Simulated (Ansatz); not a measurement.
**SnCl₂F₂: small, medium and large basis sets**

The task here is to estimate one member of a computed series from the others.

The runs use Ansatz 0.2.0, Gaussian basis; one geometry, several basis sets.

The runs, in order: PBE0-D4/def2-SVP; ωB97M-V/def2-SVP; PBE0-D4/def2-QZVPP; ωB97M-V/def2-QZVPP; the functionals' def2-TZVPP values are taken from earlier runs.

### Structure used throughout

The geometry comes from an earlier relaxation with PBE0-D4 in a triple-zeta def2 set; it is a stationary point. Sn takes the def2 core potential; no spin-orbit term is included.

SMILES `[F][Sn]([F])([Cl])[Cl]`, 5 atoms, charge 0, spin multiplicity 1.

Atoms are counted from 1 here; the program's logs count them from 0.

Bond lengths: F1–Sn2 1.887 Å, Sn2–F3 1.887 Å, Sn2–Cl4 2.271 Å, Sn2–Cl5 2.271 Å. Angles: F1–Sn2–F3 105.5°, F1–Sn2–Cl4 109.2°, F1–Sn2–Cl5 109.2°, F3–Sn2–Cl4 109.2°, F3–Sn2–Cl5 109.2°, Cl4–Sn2–Cl5 114.0°.

The first run:

File in.yaml:

```yaml
crystal:
  periodic: [false, false, false]
  atoms:
    - {symbol: F, position_ang: [-0.136042, -0.318488, 1.871498]}
    - {symbol: Sn, position_ang: [0.031627, -0.036636, 0.013573]}
    - {symbol: F, position_ang: [1.508961, -1.080162, -0.523059]}
    - {symbol: Cl, position_ang: [-1.837694, -0.793043, -1.029997]}
    - {symbol: Cl, position_ang: [0.482950, 2.154730, -0.373414]}
basis:
  gaussian: {orbitals: def2-SVP}
hamiltonian: {xc: pbe0, dispersion: d4}
output: {orbitals: {seedname: orbitals}}
```

Steps of the session up to this table: PBE0-D4 in def2-SVP; ωB97M-V in def2-SVP; PBE0-D4 in def2-QZVPP; ωB97M-V in def2-QZVPP.

One table of the session follows, with a row left open; its other results are not shown here.

It belongs to the step «Density functionals: the series». 

```
functional       basis  HOMO (eV)  LUMO (eV)
   PBE0-D4    def2-SVP     -10.08      -3.15
   PBE0-D4  def2-TZVPP     -10.23      -3.27
   PBE0-D4  def2-QZVPP     -10.23      -3.29
   ωB97M-V    def2-SVP     -12.29      -0.93
   ωB97M-V  def2-TZVPP          ?          ?
   ωB97M-V  def2-QZVPP     -12.51      -1.23
```

Estimate the missing values for ωB97M-V, def2-TZVPP.

The run gave: HOMO (eV): -12.49; LUMO (eV): -1.14. In the column «HOMO (eV)» it lies between ωB97M-V, def2-QZVPP (-12.51) and ωB97M-V, def2-SVP (-12.29).
